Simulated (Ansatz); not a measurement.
# CH₅BOSi: a ladder of functionals and wavefunction methods

The task here is to estimate one member of a computed series from the others.

Method: functionals in def2-TZVPP, the program's frozen cores in correlated methods; program: Ansatz 0.2.0, Gaussian basis.

The runs, in order: LDA (SPW92), PBE-D4, revPBE-D4, BLYP-D4, r2SCAN-D4, B97M-V, PBE0-D4, B3LYP-D4, r2SCANh-D4, r2SCAN0-D4, HSE06-D4, BHLYP-D4, CAM-B3LYP-D4, LC-ωPBE, ωB97X-V, ωB97M-V, B2PLYP, PBE-QIDH; CCSD(T)/def2-SVP; CCSD(T)/def2-TZVPP; MP2/def2-QZVPP; extrapolation to the limit; RPA on PBE.

## The geometry

The geometry comes from an earlier relaxation with PBE0-D4 in a triple-zeta def2 set; it is a stationary point, not always the lowest conformer.

9 atoms, charge 0, spin multiplicity 1.

Atoms are counted from 1 here; the program's logs count them from 0.

Bond lengths: C1–B2 1.546 Å, C1–H5 1.093 Å, C1–H6 1.094 Å, C1–H7 1.094 Å, B2–O3 1.346 Å, B2–Si4 1.908 Å, O3–Si4 1.749 Å, Si4–H8 1.484 Å, Si4–H9 1.484 Å. Angles: B2–C1–H5 112.2°, B2–C1–H6 110.2°, B2–C1–H7 110.2°, H5–C1–H6 109.0°, H5–C1–H7 109.0°, H6–C1–H7 106.2°, C1–B2–O3 133.7°, C1–B2–Si4 164.1°, O3–B2–Si4 62.2°, B2–O3–Si4 74.9°, B2–Si4–O3 42.9°, B2–Si4–H8 124.7°, B2–Si4–H9 124.7°, O3–Si4–H8 111.2°, O3–Si4–H9 111.2°, H8–Si4–H9 109.8°.

Set-up of the first run:

in.yaml

```yaml
crystal:
  periodic: [false, false, false]
  atoms:
    - {symbol: C, position_ang: [-0.539515, 0.926499, -1.228037]}
    - {symbol: B, position_ang: [0.066060, 0.055942, -0.103596]}
    - {symbol: O, position_ang: [1.315404, -0.351968, 0.185032]}
    - {symbol: Si, position_ang: [0.309213, -1.041582, 1.438641]}
    - {symbol: H, position_ang: [0.220026, 1.280788, -1.929275]}
    - {symbol: H, position_ang: [-1.058781, 1.788947, -0.799712]}
    - {symbol: H, position_ang: [-1.295254, 0.358581, -1.778813]}
    - {symbol: H, position_ang: [0.370462, -2.523779, 1.420010]}
    - {symbol: H, position_ang: [0.700985, -0.539526, 2.778550]}
basis:
  gaussian: {orbitals: def2-TZVPP}
hamiltonian: {xc: lda}
output: {orbitals: {seedname: orbitals}}
```

The run is started by

```console
> ansatz run in.yaml --threads 2 --pin off --events-out ev --progress --plain --max-ram 4352MiB
```

Steps of the session up to this table: LDA; PBE-D4 (GGA); revPBE-D4 (GGA); BLYP-D4 (GGA); r2SCAN-D4 (meta-GGA); B97M-V (meta-GGA); B3LYP-D4 (hybrid); r2SCANh-D4 (hybrid); r2SCAN0-D4 (hybrid); HSE06-D4 (hybrid); BHLYP-D4 (hybrid); CAM-B3LYP-D4 (range-separated); LC-ωPBE (range-separated); ωB97X-V (range-separated); ωB97M-V (range-separated); B2PLYP (double hybrid); PBE-QIDH (double hybrid).

One of the session's tables, all rows but one given; the rest of the session is left out.

It belongs to the step «Orbital energies across the functionals». 

```
  functional  HOMO (eV)  gap (eV)
 LDA (SPW92)      -5.81      4.12
      PBE-D4      -5.68      4.22
   revPBE-D4      -5.63      4.26
     BLYP-D4      -5.56      4.25
   r2SCAN-D4      -5.86      4.71
      B97M-V      -5.93      4.68
     PBE0-D4      -6.80      6.21
    B3LYP-D4      -6.62      5.81
  r2SCANh-D4      -6.29      5.45
  r2SCAN0-D4      -6.92      6.52
    HSE06-D4      -6.40      5.44
    BHLYP-D4      -7.84      8.11
CAM-B3LYP-D4      -8.12      8.52
     LC-ωPBE      -9.41     10.96
     ωB97X-V      -9.08     10.51
     ωB97M-V          ?         ?
```

**Question.** Estimate the row for ωB97M-V.

The run gave: HOMO (eV): -8.92; gap (eV): 10.07. In the column «HOMO (eV)» it lies between ωB97X-V (-9.08) and CAM-B3LYP-D4 (-8.12).
